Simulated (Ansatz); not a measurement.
**C6H14S: ionisation energy by level of theory**

The task here is to estimate one member of a computed series from the others.

Program: Ansatz 0.2.0, Gaussian basis. Level of theory: unrestricted cation, the program's frozen cores in correlated methods. These are calculated values, not measurements.

Levels to be run: UKS PBE-D4/def2-TZVPP; UKS r2SCAN-D4/def2-TZVPP; UKS PBE0-D4/def2-TZVPP; UKS B3LYP-D4/def2-TZVPP; UKS wB97X-V/def2-TZVPP; UKS wB97M-V/def2-TZVPP; UKS B2PLYP/def2-TZVPP; UHF-CCSD(T)/def2-TZVPP; UHF-MP2/def2-QZVPP; extrapolation to the limit; then −ε(HOMO) from the neutral's earlier runs with LDA (SPW92), PBE-D4, revPBE-D4, BLYP-D4, r2SCAN-D4, B97M-V, PBE0-D4, B3LYP-D4, r2SCANh-D4, r2SCAN0-D4, HSE06-D4, BHLYP-D4, CAM-B3LYP-D4, LC-ωPBE, ωB97X-V, ωB97M-V.

## The geometry

All runs share one geometry, relaxed beforehand with PBE0-D4 in a triple-zeta def2 set.

SMILES `CCCCCSC`, 21 atoms, charge 0, spin multiplicity 1.

Atoms are counted from 1 here; the program's logs count them from 0.

Bond lengths: C1–C2 1.521 Å, C1–H8 1.093 Å, C1–H9 1.094 Å, C1–H10 1.092 Å, C2–C3 1.523 Å, C2–H11 1.097 Å, C2–H12 1.095 Å, C3–C4 1.519 Å, C3–H13 1.095 Å, C3–H14 1.097 Å, C4–C5 1.520 Å, C4–H15 1.098 Å, C4–H16 1.094 Å, C5–S6 1.807 Å, C5–H17 1.094 Å, C5–H18 1.094 Å, S6–C7 1.796 Å, C7–H19 1.092 Å and more. Angles: C2–C1–H8 112.0°, C2–C1–H9 110.9°, C2–C1–H10 111.2°, H8–C1–H9 107.6°, H8–C1–H10 107.3°, H9–C1–H10 107.7°, C1–C2–C3 113.9°, C1–C2–H11 109.6°, C1–C2–H12 108.9°, C3–C2–H11 109.5°, C3–C2–H12 108.6°, H11–C2–H12 106.0°, C2–C3–C4 114.1°, C2–C3–H13 109.6°, C2–C3–H14 109.2°, C4–C3–H13 109.0°, C4–C3–H14 108.6°, H13–C3–H14 106.1° and more.

The first run:

Contents of in.yaml:

```yaml
crystal:
  periodic: [false, false, false]
  atoms:
    - {symbol: C, position_ang: [1.763726, -1.446707, -1.131645]}
    - {symbol: C, position_ang: [0.780258, -2.097327, -0.171489]}
    - {symbol: C, position_ang: [0.005264, -1.105110, 0.685537]}
    - {symbol: C, position_ang: [-0.949040, -0.221258, -0.099397]}
    - {symbol: C, position_ang: [-1.704327, 0.780599, 0.759058]}
    - {symbol: S, position_ang: [-0.687857, 2.025058, 1.585010]}
    - {symbol: C, position_ang: [-0.104902, 2.962492, 0.167987]}
    - {symbol: H, position_ang: [1.259126, -0.826001, -1.875886]}
    - {symbol: H, position_ang: [2.470278, -0.808448, -0.592831]}
    - {symbol: H, position_ang: [2.342325, -2.197598, -1.674555]}
    - {symbol: H, position_ang: [0.076359, -2.722266, -0.734248]}
    - {symbol: H, position_ang: [1.326262, -2.778450, 0.489262]}
    - {symbol: H, position_ang: [0.707253, -0.470579, 1.237468]}
    - {symbol: H, position_ang: [-0.568534, -1.653230, 1.442277]}
    - {symbol: H, position_ang: [-1.687102, -0.849724, -0.614115]}
    - {symbol: H, position_ang: [-0.411664, 0.313604, -0.888367]}
    - {symbol: H, position_ang: [-2.223091, 0.268022, 1.574803]}
    - {symbol: H, position_ang: [-2.466897, 1.299046, 0.170442]}
    - {symbol: H, position_ang: [-0.942031, 3.337726, -0.424888]}
    - {symbol: H, position_ang: [0.562503, 2.376786, -0.466059]}
    - {symbol: H, position_ang: [0.452092, 3.813367, 0.561615]}
basis:
  gaussian: {orbitals: def2-TZVPP}
total_charge: 1
magnetization: {spin_polarized: true, initial_magnetization: 1}
hamiltonian: {xc: pbe, dispersion: d4}
```

Run with:

```sh
ansatz run in.yaml --threads 2 --pin off --events-out ev --progress --plain --max-ram 32768MiB --backend cuda --devices 0, --max-vram 18GiB
```

Among the steps run: Cation, UKS PBE-D4/def2-TZVPP; Cation, UKS r2SCAN-D4/def2-TZVPP; Cation, UKS PBE0-D4/def2-TZVPP; Cation, UKS B3LYP-D4/def2-TZVPP; Cation, UKS wB97X-V/def2-TZVPP; Cation, UKS wB97M-V/def2-TZVPP; Cation, UKS B2PLYP (frozen core)/def2-TZVPP; Cation, UHF-CCSD(T)/def2-TZVPP; Cation, UHF-MP2/def2-QZVPP.

One of the session's tables, all rows but one given; the rest of the session is left out.

It belongs to the step «Ionisation energies side by side». Orbital estimates, from the neutral's runs:

| functional | −ε(HOMO) (eV) |
| --- | --- |
| LDA (SPW92) | 5.09 |
| PBE-D4 | 4.98 |
| revPBE-D4 | 4.93 |
| BLYP-D4 | 4.84 |
| r2SCAN-D4 | 5.20 |
| B97M-V | 5.32 |
| PBE0-D4 | 6.19 |
| B3LYP-D4 | 5.97 |
| r2SCANh-D4 | 5.65 |
| r2SCAN0-D4 | 6.34 |
| HSE06-D4 | 5.79 |
| BHLYP-D4 | ? |
| CAM-B3LYP-D4 | 7.54 |
| LC-ωPBE | 8.92 |
| ωB97X-V | 8.57 |
| ωB97M-V | 8.42 |

**Question.** Estimate the row for BHLYP-D4.

Worked estimate for «−ε(HOMO) (eV)». Against the share of exact exchange, BLYP-D4 (0, 4.84), B3LYP-D4 (0.2, 5.97) give a slope of 5.65 per unit share; at 0.5 the line stands at 7.66.

**Answer.** −ε(HOMO) (eV): 7.29. In «−ε(HOMO) (eV)» the line misses by +0.37.
